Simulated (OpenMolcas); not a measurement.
# Os³⁺ among point charges: CASSCF and CASPT2 levels and susceptibility

How does a field of 6 point charges split the states of Os³⁺, and what χT follows?

Program: OpenMolcas 26.06. Level of theory: state-averaged CASSCF and CASPT2, spin-orbit coupling by RASSI with atomic mean-field integrals. These are calculated values, not measurements, unless marked.

### Step 1. The system

| Quantity | Value |
| --- | --- |
| Species | Os³⁺ (osmium, Z = 76, 73 electrons) |
| Basis | ANO-RCC-VDZP [7s6p4d2f1g], 68 functions |
| Scalar Hamiltonian | DKH2, point nucleus |
| Inactive shells | 1s 2s 2p 3s 3p 3d 4s 4p 4d 4f 5s 5p |
| Active space | 5 electrons in 5 orbitals (5d) |
| Some configurations of this space | 5d5 |
| Orbitals | optimised for each spin and parity, averaged over all roots |

The outer shells:

5d5
```
5d [↑ ][↑ ][↑ ][↑ ][↑ ]
```

The ion sits among 6 point charges of -1 e arranged as a tetragonal octahedron (D4h), 1.97 Å from the ion, with the axial distance 2.108 Å.

The work runs as a chain of OpenMolcas steps in one folder; each step below is one input file. Labels, J, g values, rates, χT and fits are worked out afterwards by a script from the matrices that RASSI stores. The input lists half of the charges; inversion (Group=XYZ) makes the rest.

### Step 2. GATEWAY and SEWARD: basis and integrals

The input, a.inp:

```
&GATEWAY
Coord
1

Os 0.0 0.0 0.0
Basis=ANO-RCC-VDZP
Group=XYZ
NoMove
AngMom=0.0 0.0 0.0
AMFI
XField
3 Angstrom 0
1.970000 0.000000 0.000000 -1.000000
0.000000 1.970000 0.000000 -1.000000
0.000000 0.000000 2.107900 -1.000000
&SEWARD
```

The run is started by

```sh
> OMP_NUM_THREADS=1 MOLCAS_MEM=1689 MOLCAS_PROJECT=a pymolcas a.inp > a.log
```

### Step 3. CASSCF: sextets of even parity, 1 root

The input, a.inp:

```
&RASSCF
FileOrb=start.orb
Symmetry=1
Spin=6
nActEl=5 0 0
Inactive=15 19
Ras2=5 0
CIRoot=1 1 1
SDav=1
CIMx=300
Iter=120 100
PrWF=0.3
OrbListing=Nothing
MaxOrb=0
>>> COPY $Project.JobIph JOB001
```

start.orb holds the contracted functions of the basis, ordered by shell, or the orbitals of the step before.

### Step 4. Reference wave functions, quartets of even parity, 24 roots

The input, a.inp:

```
&RASSCF
FileOrb=start.orb
Symmetry=1
Spin=4
nActEl=5 0 0
Inactive=15 19
Ras2=5 0
CIRoot=24 24 1
SDav=24
CIMx=300
Iter=120 100
PrWF=0.3
OrbListing=Nothing
MaxOrb=0
>>> COPY $Project.JobIph JOB002
```

### Step 5. Reference wave functions, doublets of even parity, 75 roots

The input, a.inp:

```
&RASSCF
FileOrb=start.orb
Symmetry=1
Spin=2
nActEl=5 0 0
Inactive=15 19
Ras2=5 0
CIRoot=75 75 1
SDav=75
CIMx=300
Iter=120 100
PrWF=0.3
OrbListing=Nothing
MaxOrb=0
>>> COPY $Project.JobIph JOB003
```

### Step 6. RASSI: spin-orbit coupling between the states

The input, a.inp:

```
&RASSI
NrOfJobIphs=3 1 24 75
1
1 2 3 4 5 6 7 8 9 10 11 12 13 14 15 16 17 18 19 20 21 22 23 24
1 2 3 4 5 6 7 8 9 10 11 12 13 14 15 16 17 18 19 20 21 22 23 24 25 26 27
28 29 30 31 32 33 34 35 36 37 38 39 40 41 42 43 44 45 46 47 48 49 50 51
52 53 54 55 56 57 58 59 60 61 62 63 64 65 66 67 68 69 70 71 72 73 74 75
IphNames
JOB001
JOB002
JOB003
EJob
SpinOrbit
DIPRint=1.0
SOCoupling=1000.0
Subsets=2
Property=9
'ANGMOM' 1 'ANGMOM' 2 'ANGMOM' 3 'MLTPL  1' 1 'MLTPL  1' 2 'MLTPL  1' 3
'AMFI' 1 'AMFI' 2 'AMFI' 3
SOProperty=3
'ANGMOM' 1 'ANGMOM' 2 'ANGMOM' 3
```

### Step 7. CASPT2: IPEA 0.25, imaginary shift 0.1 (closed shells correlated: 5s 5p)

The input, a.inp:

```
>>> COPY JOB001 $Project.JobIph
&CASPT2
Multistate=1 1
Frozen=14 16
IPEA=0.25
Imaginary=0.1
MaxIter=60
WThr=0.0 0.3 0.05
PrWF=0.5
NoMix
>>> COPY JOB002 $Project.JobIph
&CASPT2
Multistate=24 1 2 3 4 5 6 7 8 9 10 11 12 13 14 15 16 17 18 19 20 21 22
23 24
NoMult
Frozen=14 16
IPEA=0.25
Imaginary=0.1
MaxIter=60
WThr=0.0 0.3 0.05
PrWF=0.5
NoMix
>>> COPY JOB003 $Project.JobIph
&CASPT2
Multistate=75 1 2 3 4 5 6 7 8 9 10 11 12 13 14 15 16 17 18 19 20 21 22
23 24 25 26 27 28 29 30 31 32 33 34 35 36 37 38 39 40 41 42 43 44 45 46
47 48 49 50 51 52 53 54 55 56 57 58 59 60 61 62 63 64 65 66 67 68 69 70
71 72 73 74 75
NoMult
Frozen=14 16
IPEA=0.25
Imaginary=0.1
MaxIter=60
WThr=0.0 0.3 0.05
PrWF=0.5
NoMix
```

(Steps that only read results are left out.)

**Question.** What will these runs give? Wanted: spin-free ground state; lowest level; next level.

**Answer**, as computed:

```
                 quantity                                                                        value
                   method  SS-CASPT2, IPEA 0.25, imaginary shift 0.1 (closed shells correlated: 5s 5p)
   spin-free ground state                                              6A1, 1-fold in its orbital part
             lowest level                                            2-fold E3/2, g = 2.41, 2.41, 4.44
               next level                                                                    76.0 cm⁻¹
              χT at 300 K                                                               3.97 cm³ K/mol
effective moment at 300 K                                                                      5.63 μB
```

Cost by method:

```
                                              method  time of its own steps  time with the reference
                                           A. CASSCF                   27 s                     27 s
B. SS-CASPT2, IPEA 0.25, imaginary shift 0.1, +5s 5p                   11 s                     38 s
```

Times are of one thread on a shared host.

The spin-free ground state (6A1) comes to 100 % from free-ion S terms and keeps the highest spin of the shell. χT at 300 K is 3.97, against 4.39 cm³ K/mol for the spin alone, so spin-orbit coupling lowers it. An active space of the d shell alone favours high spin; real ions in strong fields can be low spin. The field of point charges can differ much from that of real complexes. With metal d orbitals alone active, the gaps between spin states are rough; where two lie within a few thousand cm-1, their order is open. Point charges carry no covalency, so the field is a model and not that of real ligands.
